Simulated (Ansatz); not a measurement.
# C2H5BClFSi: the cost of one run

Method: functionals in def2-TZVPP, the program's frozen cores in correlated methods; program: Ansatz 0.2.0, Gaussian basis.

The runs, in order: PBE-D4, r2SCAN-D4, PBE0-D4, B3LYP-D4, ωB97X-V, ωB97M-V, B2PLYP; CCSD(T)/def2-TZVPP; MP2/def2-QZVPP; extrapolation to the limit.

**1. Structure used throughout**

The geometry comes from an earlier relaxation with PBE0-D4 in a triple-zeta def2 set; it is a stationary point, not always the lowest conformer.

11 atoms, charge 0, spin multiplicity 1.

Atoms are counted from 1 here; the program's logs count them from 0.

Bond lengths: F1–C2 1.353 Å, C2–B3 1.518 Å, C2–C6 1.513 Å, C2–H7 1.202 Å, B3–Si4 2.012 Å, B3–H8 1.187 Å, Si4–Cl5 2.060 Å, Si4–C6 1.907 Å, Si4–H9 1.483 Å, C6–H10 1.090 Å, C6–H11 1.092 Å. Angles: F1–C2–B3 129.2°, F1–C2–C6 118.6°, F1–C2–H7 107.9°, B3–C2–C6 110.9°, B3–C2–H7 68.4°, C6–C2–H7 104.3°, C2–B3–Si4 82.9°, C2–B3–H8 129.6°, Si4–B3–H8 147.4°, B3–Si4–Cl5 113.5°, B3–Si4–C6 79.1°, B3–Si4–H9 126.2°, Cl5–Si4–C6 111.4°, Cl5–Si4–H9 107.2°, C6–Si4–H9 117.0°, C2–C6–Si4 86.7°, C2–C6–H10 115.9°, C2–C6–H11 110.5° and more.

**2. PBE-D4 (GGA)**

Input file in.yaml:

```yaml
crystal:
  periodic: [false, false, false]
  atoms:
    - {symbol: F, position_ang: [1.352668, -1.701038, -1.052377]}
    - {symbol: C, position_ang: [0.604414, -0.830957, -0.336399]}
    - {symbol: B, position_ang: [-0.407935, -1.112543, 0.758586]}
    - {symbol: Si, position_ang: [-0.764919, 0.860251, 0.590332]}
    - {symbol: Cl, position_ang: [-2.641143, 1.295375, -0.141274]}
    - {symbol: C, position_ang: [0.488586, 0.597191, -0.823174]}
    - {symbol: H, position_ang: [1.095653, -0.732651, 0.756140]}
    - {symbol: H, position_ang: [-0.630711, -2.122730, 1.340494]}
    - {symbol: H, position_ang: [-0.436243, 1.898803, 1.597149]}
    - {symbol: H, position_ang: [1.420871, 1.159618, -0.877502]}
    - {symbol: H, position_ang: [-0.015842, 0.631780, -1.791376]}
basis:
  gaussian: {orbitals: def2-TZVPP}
hamiltonian: {xc: pbe, dispersion: d4}
output: {forces: true, orbitals: {seedname: orbitals}}
```

On the command line:

```sh
$ ansatz run in.yaml --threads 4 --pin off --events-out ev --progress --plain --max-ram 10444MiB
```

**Question.** How long does this run take on 4 threads of Arm Neoverse V1, shared host, and how much memory does it need?

About 3.5 s, with a peak of 0.42 GiB.
